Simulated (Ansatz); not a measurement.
# F4H6OSi2: the cost of one run

Computed with Ansatz 0.2.0, Gaussian basis. Level: PBE0-D4, def2-SVP first, then def2-TZVP.

190 further runs of the same task are left out: 190 set aside as unsound or not needed. Runs told in other sessions of the task aren't counted.

## (1) The system as given

The guess: 13 atoms, charge 0, spin multiplicity 1.

Atoms are counted from 1 here; the program's logs count them from 0.

Bond lengths: Si1–O2 1.697 Å, Si1–F4 1.618 Å, Si1–F5 1.587 Å, Si1–H6 1.429 Å, O2–Si3 1.682 Å, O2–H9 1.130 Å, Si3–H11 1.454 Å, Si3–H12 1.458 Å, Si3–H13 1.455 Å, H7–F8 1.095 Å. Angles: O2–Si1–F4 97.1°, O2–Si1–F5 105.9°, O2–Si1–H6 114.9°, F4–Si1–F5 96.6°, F4–Si1–H6 100.7°, F5–Si1–H6 132.9°, Si1–O2–Si3 128.5°, Si1–O2–H9 114.2°, Si3–O2–H9 117.1°, O2–Si3–H11 107.5°, O2–Si3–H12 99.2°, O2–Si3–H13 105.2°, H11–Si3–H12 114.5°, H11–Si3–H13 114.2°, H12–Si3–H13 114.3°.

Coordinates:

| atom | x (Å) | y (Å) | z (Å) |
| --- | --- | --- | --- |
| Si1 | -1.0048 | 0.4080 | 0.8863 |
| O2 | 0.1536 | -0.1028 | -0.2437 |
| Si3 | 0.0830 | -0.0261 | -1.9226 |
| F4 | -2.0193 | 1.0991 | -0.1673 |
| F5 | -0.4425 | 1.7558 | 1.5080 |
| H6 | -1.8333 | -0.6323 | 1.4091 |
| H7 | 1.2924 | -0.6767 | 1.8633 |
| F8 | 0.3256 | -0.4302 | 2.3151 |
| H9 | 1.1241 | -0.4560 | 0.2154 |
| F10 | 2.0514 | -0.8418 | 0.9606 |
| H11 | 0.0209 | 1.3778 | -2.2947 |
| H12 | 1.3464 | -0.6807 | -2.2403 |
| H13 | -1.0974 | -0.7942 | -2.2892 |

Distances that are to change: Si1–F8 2.12 Å, H7–F10 1.19 Å, O2–H9 1.13 Å, Si1–O2 1.70 Å, H7–F8 1.10 Å, H9–F10 1.25 Å.

## (2) Relaxing the guess with the reacting distances held

Input file hold/in.yaml:

```yaml
crystal:
  periodic: [false, false, false]
  atoms:
    - {symbol: Si, position_ang: [-1.004800, 0.408000, 0.886300]}
    - {symbol: O, position_ang: [0.153600, -0.102800, -0.243700]}
    - {symbol: Si, position_ang: [0.083000, -0.026100, -1.922600]}
    - {symbol: F, position_ang: [-2.019300, 1.099100, -0.167300]}
    - {symbol: F, position_ang: [-0.442500, 1.755800, 1.508000]}
    - {symbol: H, position_ang: [-1.833300, -0.632300, 1.409100]}
    - {symbol: H, position_ang: [1.292400, -0.676700, 1.863300]}
    - {symbol: F, position_ang: [0.325600, -0.430200, 2.315100]}
    - {symbol: H, position_ang: [1.124100, -0.456000, 0.215400]}
    - {symbol: F, position_ang: [2.051400, -0.841800, 0.960600]}
    - {symbol: H, position_ang: [0.020900, 1.377800, -2.294700]}
    - {symbol: H, position_ang: [1.346400, -0.680700, -2.240300]}
    - {symbol: H, position_ang: [-1.097400, -0.794200, -2.289200]}
basis:
  gaussian: {orbitals: def2-SVP}
hamiltonian: {xc: pbe0, dispersion: d4}
relax: {f_tol: 0.04, max_steps: 150, escape_saddle: false, constraints: [{distance: [0, 7]}, {distance: [6, 9]}, {distance: [1, 8]}, {distance: [0, 1]}, {distance: [6, 7]}, {distance: [8, 9]}]}
```

Command:

```console
$ ansatz run in.yaml --threads 4 --pin off --events-out ev --progress --plain --max-ram 46080MiB --backend cpu
```

**Question.** How long does this run take on 4 threads of AMD EPYC 7R13, shared host?

About 59 s.
